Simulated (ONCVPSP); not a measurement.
**Pseudopotential generation for copper: ONCV, PBEsol**

Aim: build the potential from the settings below, then test how well it stands in for the atom: other configurations, scattering, ghost states and the plane-wave cutoff that it needs.

Method: ONCVPSP 4.0.1.1 (patched build), PBEsol, scalar-relativistic.

## (1) Starting point

The settings as typed:

```json
{
 "element": "copper (Cu, Z = 29)",
 "type": "optimised norm-conserving Vanderbilt (ONCV)",
 "frozen core": "[Ne]",
 "valence charge": "19",
 "reference configuration": "3s2 3p6 3d10 4s1",
 "partial waves": "3s+4s: rc 1.40 bohr, ncon 3, nbas 6, qcut 11.3 1/bohr, 2 projectors; 3p: rc 0.65 bohr, ncon 4, nbas 7, qcut 14.6 1/bohr, 2 projectors, debl 1.3 Ha; 3d: rc 0.65 bohr, ncon 3, nbas 8, qcut 21.4 1/bohr, local",
 "local potential": "the d channel",
 "core correction": "Teter function, fcfact 2, rcfact 1"
}
```

The outer shells as boxes (Hund's rule for the drawing; the calculation is spin-unpolarised):

```
[Ne] core
3s [↑↓]
3p [↑↓][↑↓][↑↓]
3d [↑↓][↑↓][↑↓][↑↓][↑↓]
4s [↑ ]
```

## (2) The generation run

Cu.dat reads:

```
# ATOM AND REFERENCE CONFIGURATION
# atsym  z   nc   nv     iexc    psfile
  Cu 29.00    3    4  -116133      upf
#
#   n    l    f
    1    0    2.00
    2    0    2.00
    2    1    6.00
    3    0    2.00
    3    1    6.00
    3    2   10.00
    4    0    1.00
#
# PSEUDOPOTENTIAL AND OPTIMIZATION
# lmax
    2
#
#   l,   rc,      ep,       ncon, nbas, qcut
    0    1.40    0.00    3    6   11.30
    1    0.65    0.00    4    7   14.60
    2    0.65    0.00    3    8   21.40
#
# LOCAL POTENTIAL
# lloc, lpopt,  rc(5),   dvloc0
    2    5    0.65    0.00
#
# VANDERBILT-KLEINMAN-BYLANDER PROJECTORs
# l, nproj, debl
    0    2    3.40
    1    2    1.30
    2    0    1.20
#
# MODEL CORE CHARGE
# icmod, fcfact, rcfact
    3    2.00    1.00
#
# LOG DERIVATIVE ANALYSIS
# epsh1, epsh2, depsh
   -6.00    5.00    0.04
#
# OUTPUT GRID
# rlmax, drl
    6.00    0.01
#
# TEST CONFIGURATIONS
# ncnf
    4
# nvcnf
#   n    l    f
    4
    3    0    2.00
    3    1    6.00
    3    2   10.00
    4    0    0.00
#
    4
    3    0    2.00
    3    1    6.00
    3    2    9.00
    4    0    0.00
#
    4
    3    0    2.00
    3    1    6.00
    3    2    8.00
    4    0    0.00
#
    4
    3    0    2.00
    3    1    5.00
    3    2   10.00
    4    0    1.00
#
```

Run with:

```
oncvpsp.x < Cu.dat > Cu.out
```

What does the calculation give? Wanted: cutoffs for 1 and 0.1 mHa per electron, occupied waves; bound ghosts; GHOST(+) flags; largest test error; largest phase difference near zero energy, channels read; rms error of d²Exc/dn², without and with the model core; projector energies reset by the program.

**Answer**, as computed:

| quantity | value |
| --- | --- |
| cutoffs for 1 and 0.1 mHa per electron, occupied waves | 176 Ha and 204 Ha |
| bound ghosts | none found |
| GHOST(+) flags | s at 75 eV |
| largest test error (AE − PS) | +7.0 meV, for 3s2 3p5 3d10 4s1 (2 tests unsolved) |
| largest phase difference near zero energy, channels read | 0.001 rad |
| rms error of d²Exc/dn², without and with the model core | 2.83 and 1.67 mHa |
| projector energies reset by the program | p: -2.646, 0.250 Ha |

**Reading.** The worst unpolarised test, 3s2 3p5 3d10 4s1, is off by 7.0 meV on 79.4 eV; by total energies transferability rates as good where solved. Of the tests 2 gave no usable energy difference, which is a warning in itself. The potential is very hard: the looser tolerance needs 176 Ha. The 3d wave sets it; 3p needs 92 Ha. The program's ghost test flags no bound state. Near zero energy the phases of the channels with partial waves agree within 0.001 rad. The program also flags highly localised states, GHOST(+) (s). All of this concerns the isolated atom, not yet a solid.
